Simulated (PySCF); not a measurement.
**A gas-phase reaction: BH3O3 + F → BH2O3 + FH**

What reaction energy should one expect for `OB(O)O` + `[F-]` → `[O-]B(O)O` + `F`?

Programs: PySCF 2.14.0. All values are calculated, for the isolated system unless a continuum is named. Atoms count from 0, parts from 1.

## (1) The system as given

Each species was relaxed by itself at PBE0-D3(BJ)/def2-SVPD.

## (2) Reaction energy: wB97M-D3(BJ)/def2-TZVPD

What the job is given:

```
{"job": {"kind": "react", "xc": "wB97M-D3(BJ)", "basis": "def2-TZVPD"}, "charge": 0, "multiplicity": 1}
-1 BH3O3 charge 0 multiplicity 1
O     -0.212170     1.156570    -0.082390
B      0.181130    -0.157850     0.016410
O     -0.664270    -1.230800     0.041600
O      1.510970    -0.428850     0.096100
H     -1.153980     1.321100    -0.138120
H     -1.599720    -1.035570    -0.014200
H      2.048240     0.365820     0.073160

-1 F charge -1 multiplicity 1
F      0.000000     0.000000     0.000000

+1 BH2O3 charge -1 multiplicity 1
O      0.953590     1.533300     0.646300
B      0.318010     0.510920     0.215580
O      0.854240    -0.437620    -0.750080
O     -1.031230     0.153570     0.630110
H      0.182660    -1.032500    -1.086870
H     -1.277140    -0.727600     0.344940

+1 FH charge 0 multiplicity 1
F      0.458540     0.037120    -0.006670
H     -0.458540    -0.037120     0.006670
```

Level: wB97M-D3(BJ)/def2-TZVPD reaction energy of separated species, gas phase.

The run is started by

```console
$ OMP_NUM_THREADS=1 python cluster_run.py task.json out
```

The driver reads the jobs from task.json and runs them one after another.

Log:

```text
species 1 (BH3O3)
coarse grid: 28136 points
cycle   1  E = -252.4832093592  dE =  6.275e-01  |g| = 9.736e-01  |ddm| = 1.994e+00
cycle   2  E = -252.5035306398  dE = -2.032e-02  |g| = 9.965e-01  |ddm| = 1.636e+00
cycle   3  E = -252.6581558637  dE = -1.546e-01  |g| = 4.338e-02  |ddm| = 7.591e-01
cycle   4  E = -252.6585863256  dE = -4.305e-04  |g| = 1.888e-02  |ddm| = 5.663e-02
cycle   5  E = -252.6586441820  dE = -5.786e-05  |g| = 1.083e-02  |ddm| = 2.108e-02
cycle   6  E = -252.6586640957  dE = -1.991e-05  |g| = 1.248e-03  |ddm| = 8.267e-03
cycle   7  E = -252.6586646629  dE = -5.673e-07  |g| = 2.425e-04  |ddm| = 2.506e-03
final grid: 60952 points
cycle   8  E = -252.6586605288  dE = -3.951e-08  |g| = 2.077e-04  |ddm| = 3.870e-03
cycle   9  E = -252.6586605291  dE = -3.582e-10  |g| = 2.296e-04  |ddm| = 6.020e-04
cycle  10  E = -252.6586605373  dE = -8.167e-09  |g| = 1.304e-05  |ddm| = 1.285e-04
cycle  11  E = -252.6586605374  dE = -1.129e-10  |g| = 5.865e-06  |ddm| = 6.741e-05
converged SCF energy = -252.6586605374

species 2 (F)
coarse grid: 5304 points
cycle   1  E = -99.7735595435  dE = -1.701e-01  |g| = 8.390e-01  |ddm| = 3.042e-01
cycle   2  E = -99.4217741307  dE =  3.518e-01  |g| = 1.736e+00  |ddm| = 1.187e+00
cycle   3  E = -99.9129072191  dE = -4.911e-01  |g| = 3.879e-02  |ddm| = 7.668e-01
cycle   4  E = -99.9130379075  dE = -1.307e-04  |g| = 2.144e-02  |ddm| = 3.124e-02
cycle   5  E = -99.9130976974  dE = -5.979e-05  |g| = 1.450e-03  |ddm| = 8.861e-03
cycle   6  E = -99.9130979605  dE = -2.631e-07  |g| = 2.299e-04  |ddm| = 4.862e-04
final grid: 11608 points
cycle   7  E = -99.9130859017  dE =  1.872e-09  |g| = 2.255e-04  |ddm| = 1.777e-04
cycle   8  E = -99.9130858948  dE =  6.925e-09  |g| = 3.200e-04  |ddm| = 1.966e-04
cycle   9  E = -99.9130859089  dE = -1.404e-08  |g| = 1.900e-06  |ddm| = 1.112e-04
cycle  10  E = -99.9130859089  dE = -1.180e-12  |g| = 7.399e-08  |ddm| = 3.603e-06
converged SCF energy = -99.9130859089

species 3 (BH2O3)
coarse grid: 25664 points
cycle   1  E = -251.7644851301  dE =  4.545e-01  |g| = 1.224e+00  |ddm| = 1.869e+00
cycle   2  E = -251.5225184667  dE =  2.420e-01  |g| = 1.705e+00  |ddm| = 2.132e+01
cycle   3  E = -252.0601747712  dE = -5.377e-01  |g| = 2.165e-01  |ddm| = 2.031e+01
cycle   4  E = -252.0676502854  dE = -7.476e-03  |g| = 8.498e-02  |ddm| = 2.652e-01
cycle   5  E = -252.0689981904  dE = -1.348e-03  |g| = 1.264e-02  |ddm| = 3.404e-01
cycle   6  E = -252.0690676919  dE = -6.950e-05  |g| = 4.642e-03  |ddm| = 1.463e-01
cycle   7  E = -252.0690778222  dE = -1.013e-05  |g| = 9.659e-04  |ddm| = 5.359e-02
cycle   8  E = -252.0690789052  dE = -1.083e-06  |g| = 3.300e-04  |ddm| = 1.919e-02
final grid: 55576 points
cycle   9  E = -252.0690502581  dE = -1.233e-07  |g| = 1.663e-04  |ddm| = 5.766e-03
cycle  10  E = -252.0690502765  dE = -1.846e-08  |g| = 8.714e-05  |ddm| = 1.509e-03
cycle  11  E = -252.0690502800  dE = -3.434e-09  |g| = 3.613e-05  |ddm| = 4.523e-04
cycle  12  E = -252.0690502812  dE = -1.269e-09  |g| = 2.013e-05  |ddm| = 4.961e-04
cycle  13  E = -252.0690502813  dE = -9.663e-11  |g| = 2.788e-06  |ddm| = 9.365e-05
converged SCF energy = -252.0690502813

species 4 (FH)
coarse grid: 7776 points
cycle   1  E = -100.4688213807  dE = -9.407e-02  |g| = 4.644e-01  |ddm| = 6.197e-01
cycle   2  E = -100.4725028363  dE = -3.681e-03  |g| = 5.038e-01  |ddm| = 3.808e-01
cycle   3  E = -100.5053158658  dE = -3.281e-02  |g| = 2.574e-02  |ddm| = 1.678e-01
cycle   4  E = -100.5053918426  dE = -7.598e-05  |g| = 5.006e-03  |ddm| = 1.077e-02
cycle   5  E = -100.5053964835  dE = -4.641e-06  |g| = 4.334e-04  |ddm| = 3.766e-03
final grid: 16976 points
cycle   6  E = -100.5053933064  dE = -6.413e-08  |g| = 1.047e-04  |ddm| = 8.213e-04
cycle   7  E = -100.5053933099  dE = -3.454e-09  |g| = 7.853e-05  |ddm| = 2.170e-04
cycle   8  E = -100.5053933107  dE = -8.091e-10  |g| = 2.098e-05  |ddm| = 3.720e-05
converged SCF energy = -100.5053933107

Reaction energy = -1.375 kcal/mol
```

Run time: 12 s. Hardware: 1 thread of Intel Xeon 6975P-C, shared host; peak memory 0.59 GiB.

Species by species (with the dispersion term, which the log's SCF energies lack):

```csv
ν,species,energy (Eh),HOMO (eV)
-1,OB(O)O,-252.66365,-11.82
-1,[F-],-99.91309,-2.89
+1,[O-]B(O)O,-252.07330,-3.50
+1,F,-100.50563,-14.54
```

## (3) Energies of the species: PBE0-D3(BJ)/def2-TZVPD

The job, as its differences from that of step 2:

```diff
@@ -1,2 +1,2 @@
-{"job": {"kind": "react", "xc": "wB97M-D3(BJ)", "basis": "def2-TZVPD"}, "charge": 0, "multiplicity": 1}
+{"job": {"kind": "react", "xc": "PBE0", "basis": "def2-TZVPD", "disp": "d3bj"}, "charge": 0, "multiplicity": 1}
 -1 BH3O3 charge 0 multiplicity 1
```

With the program's defaults for keys left out, this is: PBE0-D3(BJ)/def2-TZVPD reaction energy of separated species, gas phase.

Log:

```text
species 1 (BH3O3)
coarse grid: 6208 points
cycle   1  E = -252.1404117662  dE =  6.124e-01  |g| = 1.041e+00  |ddm| = 2.023e+00
cycle   2  E = -251.9463349253  dE =  1.941e-01  |g| = 1.486e+00  |ddm| = 2.195e+00
cycle   3  E = -252.3295962545  dE = -3.833e-01  |g| = 5.216e-02  |ddm| = 1.407e+00
cycle   4  E = -252.3297729286  dE = -1.767e-04  |g| = 4.318e-02  |ddm| = 6.361e-02
cycle   5  E = -252.3300733732  dE = -3.004e-04  |g| = 7.060e-03  |ddm| = 3.015e-02
cycle   6  E = -252.3300816226  dE = -8.249e-06  |g| = 1.135e-03  |ddm| = 5.501e-03
final grid: 60952 points
cycle   7  E = -252.3271353874  dE = -6.559e-05  |g| = 5.682e-03  |ddm| = 1.001e-01
cycle   8  E = -252.3271309200  dE =  4.467e-06  |g| = 7.592e-03  |ddm| = 8.146e-03
cycle   9  E = -252.3271401790  dE = -9.259e-06  |g| = 4.533e-04  |ddm| = 5.078e-03
cycle  10  E = -252.3271401963  dE = -1.735e-08  |g| = 3.363e-04  |ddm| = 4.827e-04
cycle  11  E = -252.3271402151  dE = -1.878e-08  |g| = 3.130e-05  |ddm| = 2.231e-04
cycle  12  E = -252.3271402153  dE = -1.802e-10  |g| = 1.009e-05  |ddm| = 3.795e-05
converged SCF energy = -252.3271402153

species 2 (F)
coarse grid: 1088 points
cycle   1  E = -99.6480299908  dE = -8.108e-02  |g| = 8.599e-01  |ddm| = 3.156e-01
cycle   2  E = -97.8823061729  dE =  1.766e+00  |g| = 3.110e+00  |ddm| = 2.037e+00
cycle   3  E = -99.7922027745  dE = -1.910e+00  |g| = 7.027e-02  |ddm| = 1.718e+00
cycle   4  E = -99.7924511220  dE = -2.483e-04  |g| = 5.277e-02  |ddm| = 6.585e-02
cycle   5  E = -99.7928802840  dE = -4.292e-04  |g| = 8.706e-03  |ddm| = 1.832e-02
cycle   6  E = -99.7928921043  dE = -1.182e-05  |g| = 1.037e-03  |ddm| = 3.146e-03
cycle   7  E = -99.7928922756  dE = -1.713e-07  |g| = 4.564e-06  |ddm| = 4.256e-04
final grid: 11608 points
cycle   8  E = -99.7963210859  dE = -3.387e-06  |g| = 9.094e-04  |ddm| = 3.670e-03
cycle   9  E = -99.7963207951  dE =  2.908e-07  |g| = 1.611e-03  |ddm| = 9.527e-04
cycle  10  E = -99.7963211908  dE = -3.957e-07  |g| = 1.338e-04  |ddm| = 7.234e-04
cycle  11  E = -99.7963211937  dE = -2.821e-09  |g| = 9.473e-06  |ddm| = 6.123e-05
cycle  12  E = -99.7963211937  dE = -1.553e-11  |g| = 5.050e-07  |ddm| = 4.784e-06
converged SCF energy = -99.7963211937

species 3 (BH2O3)
coarse grid: 5584 points
cycle   1  E = -251.4160080629  dE =  5.045e-01  |g| = 1.268e+00  |ddm| = 1.906e+00
cycle   2  E = -247.2233364923  dE =  4.193e+00  |g| = 3.499e+00  |ddm| = 2.029e+02
cycle   3  E = -251.5815260006  dE = -4.358e+00  |g| = 8.421e-01  |ddm| = 2.028e+02
cycle   4  E = -251.7249313731  dE = -1.434e-01  |g| = 2.100e-01  |ddm| = 5.302e-01
cycle   5  E = -251.7325752074  dE = -7.644e-03  |g| = 9.353e-02  |ddm| = 3.386e-01
cycle   6  E = -251.7341255659  dE = -1.550e-03  |g| = 3.351e-02  |ddm| = 8.436e-02
cycle   7  E = -251.7343433271  dE = -2.178e-04  |g| = 3.042e-03  |ddm| = 3.169e-02
cycle   8  E = -251.7343451820  dE = -1.855e-06  |g| = 5.816e-04  |ddm| = 5.152e-03
final grid: 55576 points
cycle   9  E = -251.7317481321  dE = -4.608e-05  |g| = 9.568e-03  |ddm| = 7.027e-02
cycle  10  E = -251.7317134817  dE =  3.465e-05  |g| = 1.688e-02  |ddm| = 2.225e-02
cycle  11  E = -251.7317628443  dE = -4.936e-05  |g| = 1.534e-03  |ddm| = 1.583e-02
cycle  12  E = -251.7317632303  dE = -3.860e-07  |g| = 5.201e-04  |ddm| = 1.228e-03
cycle  13  E = -251.7317632736  dE = -4.324e-08  |g| = 8.553e-05  |ddm| = 3.657e-04
cycle  14  E = -251.7317632752  dE = -1.608e-09  |g| = 2.280e-05  |ddm| = 1.052e-04
cycle  15  E = -251.7317632753  dE = -1.035e-10  |g| = 5.014e-06  |ddm| = 2.228e-05
converged SCF energy = -251.7317632753

species 4 (FH)
coarse grid: 1712 points
cycle   1  E = -100.3540733172  dE = -3.604e-02  |g| = 4.957e-01  |ddm| = 6.253e-01
cycle   2  E = -100.3145580426  dE =  3.952e-02  |g| = 7.430e-01  |ddm| = 5.125e-01
cycle   3  E = -100.3937943864  dE = -7.924e-02  |g| = 2.284e-02  |ddm| = 2.892e-01
cycle   4  E = -100.3938699496  dE = -7.556e-05  |g| = 4.204e-03  |ddm| = 9.787e-03
cycle   5  E = -100.3938719331  dE = -1.983e-06  |g| = 3.554e-04  |ddm| = 1.247e-03
final grid: 16976 points
cycle   6  E = -100.3948395081  dE = -1.852e-05  |g| = 3.978e-03  |ddm| = 7.470e-03
cycle   7  E = -100.3948376037  dE =  1.904e-06  |g| = 5.470e-03  |ddm| = 3.337e-03
cycle   8  E = -100.3948416501  dE = -4.046e-06  |g| = 9.984e-05  |ddm| = 2.003e-03
cycle   9  E = -100.3948416514  dE = -1.293e-09  |g| = 1.784e-05  |ddm| = 3.944e-05
cycle  10  E = -100.3948416514  dE = -4.846e-11  |g| = 3.049e-06  |ddm| = 1.027e-05
converged SCF energy = -100.3948416514

Reaction energy = -1.787 kcal/mol
```

Wall time 6.4 s (1 thread of Intel Xeon 6975P-C, shared host); peak memory 0.59 GiB.

Reaction energy at this level: -1.79 kcal/mol.

## (4) Energies of the species: MP2/def2-TZVPD

The job, as its differences from that of step 3:

```diff
@@ -1,2 +1,2 @@
-{"job": {"kind": "react", "xc": "PBE0", "basis": "def2-TZVPD", "disp": "d3bj"}, "charge": 0, "multiplicity": 1}
+{"job": {"kind": "react", "xc": "MP2", "basis": "def2-TZVPD"}, "charge": 0, "multiplicity": 1}
 -1 BH3O3 charge 0 multiplicity 1
```

Level: MP2/def2-TZVPD reaction energy of separated species, gas phase.

Log:

```text
species 1 (BH3O3)
final grid: 60952 points
cycle   1  E = -251.1948653712  dE =  6.001e-01  |g| = 7.443e-01  |ddm| = 1.909e+00
cycle   2  E = -251.2780095289  dE = -8.314e-02  |g| = 3.997e-01  |ddm| = 9.243e-01
cycle   3  E = -251.3029233199  dE = -2.491e-02  |g| = 5.102e-02  |ddm| = 2.901e-01
cycle   4  E = -251.3036312808  dE = -7.080e-04  |g| = 1.020e-02  |ddm| = 6.153e-02
cycle   5  E = -251.3036675330  dE = -3.625e-05  |g| = 2.915e-03  |ddm| = 2.178e-02
cycle   6  E = -251.3036700609  dE = -2.528e-06  |g| = 1.318e-03  |ddm| = 6.783e-03
cycle   7  E = -251.3036705089  dE = -4.480e-07  |g| = 2.288e-04  |ddm| = 2.447e-03
cycle   8  E = -251.3036705357  dE = -2.682e-08  |g| = 4.716e-05  |ddm| = 7.519e-04
cycle   9  E = -251.3036705367  dE = -9.961e-10  |g| = 1.361e-05  |ddm| = 8.005e-05
converged SCF energy = -251.3036705367

species 2 (F)
final grid: 11608 points
cycle   1  E = -99.3592696078  dE = -3.000e-01  |g| = 7.108e-01  |ddm| = 3.059e-01
cycle   2  E = -99.3903756058  dE = -3.111e-02  |g| = 6.853e-01  |ddm| = 5.988e-01
cycle   3  E = -99.4557536270  dE = -6.538e-02  |g| = 2.437e-02  |ddm| = 2.430e-01
cycle   4  E = -99.4558111344  dE = -5.751e-05  |g| = 6.431e-03  |ddm| = 1.091e-02
cycle   5  E = -99.4558164541  dE = -5.320e-06  |g| = 3.885e-04  |ddm| = 2.877e-03
cycle   6  E = -99.4558165090  dE = -5.484e-08  |g| = 8.773e-05  |ddm| = 6.183e-04
cycle   7  E = -99.4558165112  dE = -2.184e-09  |g| = 5.920e-06  |ddm| = 1.392e-04
cycle   8  E = -99.4558165112  dE = -7.532e-12  |g| = 2.351e-07  |ddm| = 6.363e-06
converged SCF energy = -99.4558165112

species 3 (BH2O3)
final grid: 55576 points
cycle   1  E = -250.4999750784  dE =  3.397e-01  |g| = 9.596e-01  |ddm| = 1.773e+00
cycle   2  E = -250.6108854271  dE = -1.109e-01  |g| = 7.002e-01  |ddm| = 1.475e+00
cycle   3  E = -250.6924154642  dE = -8.153e-02  |g| = 6.724e-02  |ddm| = 6.965e-01
cycle   4  E = -250.6936186917  dE = -1.203e-03  |g| = 3.366e-02  |ddm| = 1.013e-01
cycle   5  E = -250.6938900797  dE = -2.714e-04  |g| = 7.455e-03  |ddm| = 3.602e-02
cycle   6  E = -250.6939195415  dE = -2.946e-05  |g| = 2.578e-03  |ddm| = 1.560e-02
cycle   7  E = -250.6939248559  dE = -5.314e-06  |g| = 7.896e-04  |ddm| = 6.916e-03
cycle   8  E = -250.6939254362  dE = -5.803e-07  |g| = 1.787e-04  |ddm| = 2.118e-03
cycle   9  E = -250.6939254606  dE = -2.439e-08  |g| = 4.136e-05  |ddm| = 5.008e-04
cycle  10  E = -250.6939254618  dE = -1.189e-09  |g| = 1.177e-05  |ddm| = 1.300e-04
cycle  11  E = -250.6939254618  dE = -7.185e-11  |g| = 3.548e-06  |ddm| = 3.094e-05
converged SCF energy = -250.6939254618

species 4 (FH)
final grid: 16976 points
cycle   1  E = -100.0371211548  dE = -1.649e-01  |g| = 4.007e-01  |ddm| = 6.032e-01
cycle   2  E = -100.0578885469  dE = -2.077e-02  |g| = 2.336e-01  |ddm| = 2.533e-01
cycle   3  E = -100.0646346607  dE = -6.746e-03  |g| = 2.356e-02  |ddm| = 8.091e-02
cycle   4  E = -100.0647520820  dE = -1.174e-04  |g| = 6.199e-03  |ddm| = 1.253e-02
cycle   5  E = -100.0647677920  dE = -1.571e-05  |g| = 1.459e-03  |ddm| = 5.121e-03
cycle   6  E = -100.0647690648  dE = -1.273e-06  |g| = 2.290e-04  |ddm| = 1.848e-03
cycle   7  E = -100.0647690991  dE = -3.438e-08  |g| = 1.958e-05  |ddm| = 4.211e-04
cycle   8  E = -100.0647690993  dE = -1.847e-10  |g| = 2.360e-06  |ddm| = 2.495e-05
converged SCF energy = -100.0647690993

Reaction energy = -3.783 kcal/mol
```

Wall time 2.5 s (1 thread of Intel Xeon 6975P-C, shared host); peak memory 0.43 GiB.

Reaction energy at this level: -3.78 kcal/mol.

## (5) Comparing the runs

Energies in kcal/mol, with wall time:

```csv
run,reaction,time
wB97M-D3(BJ)/def2-TZVPD,-1.37,12 s
PBE0-D3(BJ)/def2-TZVPD,-1.79,6.4 s
MP2/def2-TZVPD,-3.78,2.5 s
```

## (6) Summary of results

| quantity | value |
| --- | --- |
| reaction energy (wB97M-D3(BJ)/def2-TZVPD) | -1.37 kcal/mol |
| ΔH, ΔG at 298 K (xTB thermal terms) | -3.7, -6.3 kcal/mol |
| range of the reaction energy over the runs of this table | -3.78 to -1.37 kcal/mol |

**Reading.** The reaction is exothermic by 3.7 kcal/mol in the gas phase; dispersion gives +0.32, and xTB itself gave 11.20 for the electronic energy (xTB energies and thermal terms come from the earlier relaxation of each species, not shown). No barrier was sought. xTB and this level differ widely in the electronic energy, so what comes from xTB (the thermal terms above all) is less safe here. The reaction energy runs from -3.78 (MP2/def2-TZVPD) to -1.37 kcal/mol (wB97M-D3(BJ)/def2-TZVPD).
